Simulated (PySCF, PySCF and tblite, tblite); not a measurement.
# C₉H₁₉NSSi₂: telling isomers apart by computed NMR, part 1 of 3

Can the signals of one isomer of C₉H₁₉NSSi₂ be assigned among several candidates?

Programs: PySCF 2.14.0 with density-fitted response routines of our own, and tblite 0.8.0. All values are computed, except where a source is named. Atoms count from 0 throughout.

## 1. The starting structure

32 atoms, charge 0, multiplicity 1; geometry from: MMFF94s geometry. This is the first candidate.

Bonds of the start (Å): C0–H13 1.09, C0–H14 1.10, C0–H15 1.08, C0–Si1 1.86, C10–H26 1.10, C10–H27 1.10, C10–H28 1.10, C11–H29 1.09, C11–H30 1.10, C11–H31 1.10, C2–H16 1.10, C2–H17 1.09, C2–H18 1.10, C3–H19 1.08, C3–H20 1.10, C3–H21 1.09, C4–C5 1.38, C4–S12 1.72, C5–H22 1.09, C5–N6 1.39, C7–S12 1.71, C7–Si8 1.82, C9–H23 1.09, C9–H24 1.09 and more.

## 2. GFN2-xTB relaxation, isomer A, conformer 1

The job: settings as JSON, then the geometry in Å.

```
{"job": {"xc": "GFN2-xTB", "basis": "xTB", "kind": "relax"}, "charge": 0, "multiplicity": 1}
C     -3.184200    -1.775400    -0.840700
Si    -2.930800     0.027400    -0.473600
C     -4.112400     0.632000     0.823200
C     -2.957400     1.091800    -1.991900
C     -1.232400     0.180300     0.291000
C     -0.771500     0.633400     1.506400
N      0.602600     0.597800     1.689500
C      1.177300     0.119400     0.615800
Si     2.984200    -0.089600     0.483800
C      3.316200    -1.891000     0.203500
C      3.721300     0.491200     2.082300
C      3.552100     0.954900    -0.939100
S      0.117900    -0.310000    -0.659300
H     -3.067600    -2.389000     0.054200
H     -4.206600    -1.933500    -1.222600
H     -2.490800    -2.134600    -1.581900
H     -5.149400     0.576600     0.455200
H     -4.060800     0.035400     1.736600
H     -3.924600     1.683100     1.086500
H     -3.948000     1.086200    -2.429900
H     -2.702300     2.128200    -1.743900
H     -2.252500     0.728900    -2.738400
H     -1.381200     1.015900     2.327900
H      4.391200    -2.085600     0.157600
H      2.889000    -2.231800    -0.741100
H      2.895600    -2.504000     1.011200
H      4.815700     0.398500     2.063700
H      3.352000    -0.093000     2.933300
H      3.489400     1.545400     2.271900
H      3.126100     0.620300    -1.880100
H      3.284500     2.008400    -0.799900
H      4.642200     0.914400    -1.036500
```

Launch:

```console
$ OMP_NUM_THREADS=1 python ens_run.py task.json out
```

The driver reads the study from task.json and runs its stages one after another.

What it wrote:

```text
step      E/eV     max force
  0   -1048.46033    2.061
  1   -1048.65215    0.851
  2   -1048.68780    0.369
  3   -1048.70684    0.302
  4   -1048.73751    0.478
  5   -1048.76156    0.573
  6   -1048.78734    0.388
  7   -1048.80201    0.177
  8   -1048.80832    0.128
  9   -1048.81127    0.103
 10   -1048.81374    0.087
 11   -1048.81561    0.091
 12   -1048.81715    0.086
 13   -1048.81880    0.094
 14   -1048.82064    0.087
 15   -1048.82232    0.078
 16   -1048.82361    0.075
 17   -1048.82460    0.061
 18   -1048.82546    0.071
 19   -1048.82626    0.055
 20   -1048.82704    0.057
 21   -1048.82791    0.052
 22   -1048.82894    0.068
 23   -1048.83003    0.069
 24   -1048.83093    0.064
 25   -1048.83156    0.051
 26   -1048.83196    0.049
 27   -1048.83227    0.045
 28   -1048.83258    0.046
 29   -1048.83300    0.061
 30   -1048.83365    0.074
 31   -1048.83461    0.083
 32   -1048.83578    0.068
 33   -1048.83687    0.080
 34   -1048.83766    0.080
 35   -1048.83814    0.072
 36   -1048.83844    0.059
 37   -1048.83864    0.033
 38   -1048.83864    0.033
 39   -1048.83873    0.026
 40   -1048.83895    0.022
 41   -1048.83899    0.022
 42   -1048.83910    0.015
 43   -1048.83914    0.013
 44   -1048.83917    0.011
 45   -1048.83920    0.013
 46   -1048.83923    0.015
 47   -1048.83927    0.016
 48   -1048.83933    0.023
 49   -1048.83944    0.026
 50   -1048.83960    0.031
 51   -1048.83981    0.030
 52   -1048.84001    0.024
 53   -1048.84015    0.027
 54   -1048.84024    0.019
 55   -1048.84031    0.017
 56   -1048.84036    0.019
 57   -1048.84041    0.015
 58   -1048.84046    0.013
 59   -1048.84051    0.015
 60   -1048.84056    0.013
 61   -1048.84060    0.014
 62   -1048.84064    0.013
 63   -1048.84067    0.010
 64   -1048.84069    0.010
 65   -1048.84072    0.014
 66   -1048.84076    0.017
 67   -1048.84080    0.018
 68   -1048.84085    0.017
 69   -1048.84090    0.021
 70   -1048.84095    0.016
 71   -1048.84099    0.011
 72   -1048.84102    0.011
 73   -1048.84106    0.014
 74   -1048.84112    0.024
 75   -1048.84120    0.029
 76   -1048.84126    0.022
 77   -1048.84129    0.010
 78   -1048.84130    0.009
 79   -1048.84132    0.011
 80   -1048.84134    0.017
 81   -1048.84137    0.017
 82   -1048.84138    0.009
 83   -1048.84139    0.006
 84   -1048.84140    0.008
 85   -1048.84141    0.012
 86   -1048.84142    0.013
 87   -1048.84143    0.009
 88   -1048.84144    0.006
 89   -1048.84144    0.005
 90   -1048.84144    0.005
 91   -1048.84145    0.003
```

Run time: 1.7 s. Hardware: 1 thread of Arm Neoverse V1, shared host.

Gain 0.381 eV; displacement 0.13 Å root mean square.

## 3. Shieldings, isomer A, conformer 1: PBE0/6-31G*

The job: settings as JSON, then the geometry in Å.

```
{"job": {"xc": "PBE0", "basis": "6-31G*", "kind": "nmr", "pop": true}, "charge": 0, "multiplicity": 1}
C     -3.323765    -1.794265    -0.870943
Si    -2.977529     0.033576    -0.451349
C     -4.190121     0.663059     0.873905
C     -3.085476     1.101355    -2.027797
C     -1.227629     0.163165     0.234005
C     -0.780949     0.611926     1.445010
N      0.550574     0.581118     1.644191
C      1.198179     0.120464     0.630292
Si     3.074416    -0.075155     0.532610
C      3.441878    -1.920347     0.214938
C      3.825603     0.519662     2.173201
C      3.682925     0.969670    -0.943436
S      0.142694    -0.326463    -0.702464
H     -3.270845    -2.421453     0.014294
H     -4.312054    -1.917625    -1.303123
H     -2.600810    -2.175243    -1.586329
H     -5.212812     0.604096     0.515907
H     -4.126605     0.074608     1.783629
H     -3.993019     1.697968     1.134731
H     -4.069193     1.032665    -2.481990
H     -2.895035     2.148645    -1.811629
H     -2.357425     0.781689    -2.767612
H     -1.417428     0.979780     2.230095
H      4.506796    -2.094819     0.096448
H      2.948011    -2.268106    -0.687973
H      3.096211    -2.539846     1.037402
H      4.907057     0.426213     2.164110
H      3.446819    -0.058868     3.009159
H      3.581236     1.559902     2.360769
H      3.192381     0.668766    -1.864810
H      3.477497     2.025397    -0.791942
H      4.753200     0.860072    -1.088509
```

What it wrote:

```text
coarse grid: 27488 points
cycle   1  E = -1385.4612670794  dE =  1.346e+00  |g| = 7.571e-01  |ddm| = 5.167e+00
cycle   2  E = -1385.4125850286  dE =  4.868e-02  |g| = 8.664e-01  |ddm| = 1.463e+00
cycle   3  E = -1385.6009761592  dE = -1.884e-01  |g| = 1.947e-01  |ddm| = 9.307e-01
cycle   4  E = -1385.6105109768  dE = -9.535e-03  |g| = 3.857e-02  |ddm| = 2.405e-01
cycle   5  E = -1385.6108648000  dE = -3.538e-04  |g| = 1.208e-02  |ddm| = 5.081e-02
cycle   6  E = -1385.6108980844  dE = -3.328e-05  |g| = 5.674e-03  |ddm| = 1.796e-02
cycle   7  E = -1385.6109064716  dE = -8.387e-06  |g| = 1.546e-03  |ddm| = 7.770e-03
final grid: 249536 points
cycle   8  E = -1385.4695014444  dE = -3.261e-05  |g| = 1.436e-02  |ddm| = 3.290e-02
cycle   9  E = -1385.4694339803  dE =  6.746e-05  |g| = 2.100e-02  |ddm| = 3.808e-02
cycle  10  E = -1385.4695529549  dE = -1.190e-04  |g| = 4.727e-03  |ddm| = 2.774e-02
cycle  11  E = -1385.4695590472  dE = -6.092e-06  |g| = 3.429e-04  |ddm| = 5.255e-03
cycle  12  E = -1385.4695590695  dE = -2.237e-08  |g| = 1.930e-04  |ddm| = 6.341e-04
cycle  13  E = -1385.4695590790  dE = -9.468e-09  |g| = 6.111e-05  |ddm| = 2.529e-04
cycle  14  E = -1385.4695590799  dE = -8.763e-10  |g| = 2.815e-05  |ddm| = 8.670e-05
converged SCF energy = -1385.4695590799

GIAO shielding tensors (ppm)
atom      isotropic    diamagn.    paramagn.     s11        s22        s33       span
  0 C      193.943     252.768     -58.825    188.220    193.022    200.585     12.365
  1 Si     419.390     884.944    -465.554    409.796    414.397    433.978     24.182
  2 C      198.232     251.122     -52.890    195.939    196.005    202.752      6.813
  3 C      193.945     252.839     -58.894    188.240    193.007    200.588     12.348
  4 C       60.682     268.886    -208.204      1.168     24.685    156.191    155.023
  5 C       56.963     261.034    -204.071    -10.154     64.320    116.723    126.876
  6 N      -63.780     333.072    -396.852   -334.675    -94.603    237.937    572.612
  7 C       24.556     266.762    -242.205    -29.214    -11.893    114.777    143.991
  8 Si     417.855     884.978    -467.123    403.193    406.594    443.779     40.586
  9 C      194.379     252.901     -58.523    188.294    194.820    200.021     11.727
 10 C      198.119     250.631     -52.512    194.996    197.453    201.907      6.911
 11 C      194.379     252.983     -58.604    188.298    194.820    200.018     11.720
 12 S      240.727    1066.796    -826.070     -9.355    330.775    400.760    410.115
 13 H       32.205      32.162       0.043     28.368     30.031     38.217      9.849
 14 H       32.264      29.398       2.866     27.736     29.311     39.744     12.008
 15 H       32.052      33.191      -1.139     26.818     31.312     38.027     11.208
 16 H       32.184      28.271       3.913     27.253     29.906     39.394     12.141
 17 H       31.920      31.150       0.770     27.700     29.586     38.475     10.774
 18 H       31.919      31.201       0.717     27.697     29.585     38.474     10.777
 19 H       32.264      29.449       2.815     27.740     29.308     39.743     12.003
 20 H       32.205      32.264      -0.059     28.364     30.032     38.221      9.857
 21 H       32.054      33.247      -1.193     26.820     31.313     38.029     11.209
 22 H       24.470      34.716     -10.246     19.242     24.435     29.734     10.492
 23 H       32.241      29.327       2.913     27.856     29.307     39.560     11.703
 24 H       32.072      33.392      -1.320     27.049     31.092     38.075     11.026
 25 H       32.178      32.175       0.003     28.344     29.882     38.309      9.965
 26 H       32.379      27.961       4.418     27.418     30.176     39.542     12.125
 27 H       31.786      30.837       0.949     27.421     29.432     38.505     11.084
 28 H       31.785      30.885       0.899     27.417     29.432     38.505     11.088
 29 H       32.071      33.449      -1.378     27.047     31.093     38.075     11.028
 30 H       32.178      32.278      -0.100     28.342     29.882     38.310      9.968
 31 H       32.240      29.380       2.860     27.856     29.305     39.558     11.702
```

It took 83 s on 1 thread of Arm Neoverse V1, shared host; peak memory 1.2 GiB.

This run: HOMO -6.68 eV, LUMO -0.66 eV; dipole 1.02 D.

## 4. The ensemble, isomer A: properties at PBE0/6-31G*

The job: settings as JSON, then the geometry in Å.

```
{"job": {"study": "conf", "smiles": "C[Si](C)(C)c1cnc([Si](C)(C)C)s1", "search": {"seed": 7992, "n_embed": 90, "ff_keep": 18, "window": 2.5, "nmax": 4, "temps": [250, 298.15, 350], "t_ref": 298.15, "order": 0.0005}, "level": {"nmr": {"xc": "PBE0", "basis": "6-31G*"}}, "kind": "conf"}, "charge": 0, "multiplicity": 1}
C     -3.323765    -1.794265    -0.870943
Si    -2.977529     0.033576    -0.451349
C     -4.190121     0.663059     0.873905
C     -3.085476     1.101355    -2.027797
C     -1.227629     0.163165     0.234005
C     -0.780949     0.611926     1.445010
N      0.550574     0.581118     1.644191
C      1.198179     0.120464     0.630292
Si     3.074416    -0.075155     0.532610
C      3.441878    -1.920347     0.214938
C      3.825603     0.519662     2.173201
C      3.682925     0.969670    -0.943436
S      0.142694    -0.326463    -0.702464
H     -3.270845    -2.421453     0.014294
H     -4.312054    -1.917625    -1.303123
H     -2.600810    -2.175243    -1.586329
H     -5.212812     0.604096     0.515907
H     -4.126605     0.074608     1.783629
H     -3.993019     1.697968     1.134731
H     -4.069193     1.032665    -2.481990
H     -2.895035     2.148645    -1.811629
H     -2.357425     0.781689    -2.767612
H     -1.417428     0.979780     2.230095
H      4.506796    -2.094819     0.096448
H      2.948011    -2.268106    -0.687973
H      3.096211    -2.539846     1.037402
H      4.907057     0.426213     2.164110
H      3.446819    -0.058868     3.009159
H      3.581236     1.559902     2.360769
H      3.192381     0.668766    -1.864810
H      3.477497     2.025397    -0.791942
H      4.753200     0.860072    -1.088509
```

What it wrote:

```text
conformer  sym    E(xTB)   E(DFT)   G(298.15 K)  weight  dipole/D
    1     Cs      0.000    0.000    0.000   1.0000    1.022

mean shielding (ppm) by class
class atoms           250 K   298.15 K      350 K
  0 C  0,2,3        195.373    195.373    195.373
  1 Si 1             419.39     419.39     419.39
  2 C  4             60.682     60.682     60.682
  3 C  5             56.963     56.963     56.963
  4 N  6             -63.78     -63.78     -63.78
  5 C  7             24.556     24.556     24.556
  6 Si 8            417.855    417.855    417.855
  7 C  9,10,11      195.625    195.625    195.625
  8 S  12           240.727    240.727    240.727
  9 H  13,14,15      32.119     32.119     32.119
 10 H  22             24.47      24.47      24.47
 11 H  23,24,25      32.103     32.103     32.103
```

Run time: 90 s. Hardware: 1 thread of Arm Neoverse V1, shared host. This counts the runs that the step sums up.

The search (ETKDG and KDG, MMFF94s, GFN2-xTB) embedded 90 structures, kept 1 distinct ones after the force field and 1 after xTB; 1 was carried on (window 2.5 kcal/mol at the search's own energies). Energies: PBE0/6-31G* with D3(BJ).

The conformers at 298 K:

```
no.  group  mirror pair  ΔE xTB  ΔE DFT    ΔG  weight (%)  μ (D)  C0–Si1–C4–S12 (°)  S12–C7–Si8–C9 (°)     A, B, C (GHz)
  1     Cs           no    0.00    0.00  0.00       100.0   1.02                 60                -59  1.18, 0.26, 0.24
```

Energies in kcal/mol. ΔG holds xTB vibrations and rotation, symmetry numbers and mirror pairs.

Shifts against references run at the same level (13C TMS 196.4, 1H TMS 32.41, 15N NH3 261.4, 29Si TMS 415.5 ppm of shielding), by class of atoms, at 298 K:

```
                   atoms                                          environment  average
                      C7  substituted aromatic carbon next to a ring nitrogen    171.8
                      C5                  aromatic CH next to a ring nitrogen    139.4
                      C4  substituted aromatic carbon next to the ring sulfur    135.7
              C0, C2, C3                           methyl carbon bonded to Si      1.0
            C9, C10, C11                           methyl carbon bonded to Si      0.8
                     H22   hydrogen on an aromatic CH next to a ring nitrogen     7.94
H23, H24, H25 and 6 more             hydrogen on a methyl carbon bonded to Si     0.31
H13, H14, H15 and 6 more             hydrogen on a methyl carbon bonded to Si     0.29
                     Si8                                silicon bonded to 4 C     -2.4
                     Si1                                silicon bonded to 4 C     -3.9
                      N6                   pyridine-type nitrogen of an azole    325.2
                     S12                                 aromatic ring sulfur  241 (σ)
```

Effective distances for nuclear Overhauser effects, ⟨r⁻⁶⟩^(−1/6) over all pairs of two classes (Å): H13···H22 3.61.

## 5. GFN2-xTB relaxation, isomer B, conformer 1

The job: settings as JSON, then the geometry in Å.

```
{"job": {"xc": "GFN2-xTB", "basis": "xTB", "kind": "relax"}, "charge": 0, "multiplicity": 1}
C      3.688200    -0.500400     0.058100
Si     1.939000     0.265800    -0.081200
C      1.523400     0.933200     1.622600
C      2.029200     1.645700    -1.350400
C      0.727800    -1.125400    -0.644700
N      1.325000    -2.265100    -1.169900
C      0.414900    -3.135400    -1.505600
S     -1.193500    -2.664000    -1.223400
C     -0.659600    -1.122700    -0.613900
Si    -2.063700     0.015400    -0.072700
C     -1.675000     1.741700    -0.626300
C     -3.660800    -0.523400    -0.879700
C     -2.183700    -0.149900     1.777900
H      3.685900    -1.319500     0.778900
H      3.997800    -0.875200    -0.910500
H      4.395500     0.259800     0.400200
H      2.329600     1.567100     1.999000
H      0.610900     1.545700     1.595400
H      1.358700     0.126400     2.340300
H      1.075700     2.149000    -1.445500
H      2.313800     1.246900    -2.315600
H      2.774200     2.385900    -1.045700
H      0.670100    -4.095200    -1.910300
H     -1.398100     1.765000    -1.682800
H     -2.547200     2.392800    -0.498600
H     -0.874400     2.190700    -0.036800
H     -4.456000     0.189300    -0.636400
H     -3.564800    -0.548500    -1.967600
H     -3.973900    -1.506600    -0.534600
H     -1.246300     0.135100     2.272700
H     -2.400100    -1.181500     2.054900
H     -2.977700     0.489000     2.165700
```

What it wrote:

```text
step      E/eV     max force
  0   -1048.54290    1.709
  1   -1048.67549    0.714
  2   -1048.70131    0.451
  3   -1048.71406    0.209
  4   -1048.72832    0.229
  5   -1048.73803    0.316
  6   -1048.74730    0.263
  7   -1048.75327    0.180
  8   -1048.75682    0.174
  9   -1048.75902    0.125
 10   -1048.76042    0.080
 11   -1048.76126    0.078
 12   -1048.76199    0.084
 13   -1048.76295    0.079
 14   -1048.76421    0.079
 15   -1048.76554    0.067
 16   -1048.76665    0.067
 17   -1048.76750    0.066
 18   -1048.76822    0.057
 19   -1048.76888    0.070
 20   -1048.76942    0.060
 21   -1048.76986    0.036
 22   -1048.76986    0.036
 23   -1048.77008    0.030
 24   -1048.77068    0.039
 25   -1048.77088    0.039
 26   -1048.77135    0.039
 27   -1048.77171    0.045
 28   -1048.77205    0.039
 29   -1048.77239    0.043
 30   -1048.77269    0.036
 31   -1048.77290    0.029
 32   -1048.77305    0.023
 33   -1048.77322    0.034
 34   -1048.77342    0.033
 35   -1048.77363    0.040
 36   -1048.77385    0.042
 37   -1048.77412    0.042
 38   -1048.77442    0.048
 39   -1048.77468    0.035
 40   -1048.77486    0.031
 41   -1048.77502    0.032
 42   -1048.77523    0.054
 43   -1048.77549    0.060
 44   -1048.77573    0.039
 45   -1048.77586    0.022
 46   -1048.77592    0.019
 47   -1048.77597    0.019
 48   -1048.77601    0.016
 49   -1048.77603    0.009
 50   -1048.77606    0.010
 51   -1048.77608    0.016
 52   -1048.77612    0.019
 53   -1048.77616    0.020
 54   -1048.77624    0.017
 55   -1048.77634    0.024
 56   -1048.77647    0.029
 57   -1048.77662    0.033
 58   -1048.77675    0.030
 59   -1048.77684    0.021
 60   -1048.77691    0.016
 61   -1048.77695    0.013
 62   -1048.77698    0.014
 63   -1048.77701    0.014
 64   -1048.77704    0.013
 65   -1048.77707    0.014
 66   -1048.77709    0.014
 67   -1048.77711    0.012
 68   -1048.77714    0.013
 69   -1048.77716    0.012
 70   -1048.77719    0.012
 71   -1048.77722    0.013
 72   -1048.77726    0.016
 73   -1048.77728    0.014
 74   -1048.77730    0.008
 75   -1048.77731    0.006
 76   -1048.77732    0.007
 77   -1048.77733    0.012
 78   -1048.77734    0.013
 79   -1048.77736    0.010
 80   -1048.77739    0.011
 81   -1048.77741    0.014
 82   -1048.77744    0.014
 83   -1048.77747    0.012
 84   -1048.77750    0.013
 85   -1048.77754    0.019
 86   -1048.77761    0.027
 87   -1048.77772    0.036
 88   -1048.77783    0.033
 89   -1048.77790    0.017
 90   -1048.77792    0.006
 91   -1048.77793    0.005
 92   -1048.77793    0.006
 93   -1048.77794    0.005
 94   -1048.77795    0.005
 95   -1048.77795    0.005
 96   -1048.77796    0.007
 97   -1048.77797    0.012
 98   -1048.77800    0.016
 99   -1048.77802    0.013
100   -1048.77805    0.009
101   -1048.77807    0.009
102   -1048.77809    0.014
103   -1048.77812    0.018
104   -1048.77816    0.015
105   -1048.77819    0.011
106   -1048.77822    0.010
107   -1048.77824    0.011
108   -1048.77825    0.009
109   -1048.77826    0.003
```

It took 2 s on 1 thread of Arm Neoverse V1, shared host.

Gain 0.235 eV; displacement 0.11 Å root mean square.

(Continued in part 2 of 3.)
